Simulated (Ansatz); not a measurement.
The system is AlSn.

```
Sn Al
1.0
     4.19811    0.00000    0.00000
    -2.09905    3.63567    0.00000
     0.00000    0.00000    3.30685
Sn Al
1 1
Direct
  0.33333 0.66667 0.50000
  0.00000 0.00000 0.00000
```

The cell comes from a database or a generator and needn't be the stable form of this composition.

Base run:

* Program: Ansatz 0.2.0
* Functional: LDA
* Potentials or basis: Ansatz PAW
* Cutoff: 420 eV (not typed: the program's choice for these potentials)
* k mesh: 7 × 7 × 8
* Occupations: fermi-dirac, width 0.05 eV
* Spin: no spin polarisation

Its results: band gap on the k mesh none (metal or under the smearing width); pressure -3.0 GPa.

**Question.** The run is repeated on the same cell with these changes: functional from LDA to PBE. What comes out?

**Answer.** Band gap on the k mesh none (metal or under the smearing width); pressure 0.2 GPa.

PBE binds less tightly than LDA, so the same cell stands under more pressure.

Caveats: spin-orbit coupling is left out, which moves the levels of the heavy elements; the PAW data sets come from PBE, with cores solved anew for the run's functional, which leaves a small shift of forces and pressure (some runs).
